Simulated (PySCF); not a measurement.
# C4H9N3OSi: the cost of one run

Programs: PySCF 2.14.0, with routines of our own; each step states its level. All values are computed. Atoms count from 0.

## 1. The starting structure

18 atoms, charge 0, multiplicity 3; geometry from: GFN2-xTB.

## 2. Open-shell or spin-flip excitations: unrestricted TDDFT B3LYP/def2-SVP

Job settings and geometry (Å):

```
{"job": {"kind": "uabs", "xc": "B3LYP", "basis": "def2-SVP", "nstates": 10, "tda": false}, "charge": 0, "multiplicity": 3}
C     -1.998029     1.576974     0.354076
N     -1.632443     0.188722     0.232938
C     -2.406041    -0.693572    -0.604407
N     -1.610264    -1.771333    -1.024240
C     -0.375427    -1.418406    -0.780272
C     -0.314400    -0.181140    -0.093686
O      0.705717     0.567525     0.266570
Si     2.326577     0.366486     0.091139
N      2.749042    -1.136749     0.811604
H     -1.215636     2.091018     0.910184
H     -2.122975     2.065189    -0.622032
H     -2.936294     1.643960     0.904156
H     -3.073755    -0.250791    -1.338440
H      0.470588    -2.030129    -1.034083
H      2.721746     0.243388    -1.308643
H      2.716929     1.612579     0.741166
H      3.710481    -1.432864     0.831387
H      2.275424    -1.434539     1.650927
```

With the program's defaults for keys left out, this is: unrestricted TDDFT B3LYP/def2-SVP, vertical, gas phase, core orbitals frozen in the response.

Command:

```
OMP_NUM_THREADS=1 python excited_run.py task.json out
```

One launch serves the whole session: the jobs run in the order shown.

Q: Estimate the wall time and peak memory of this first job on 1 thread of Arm Neoverse N1, shared host.

About 2.4 min, with a peak of 0.7 GiB.
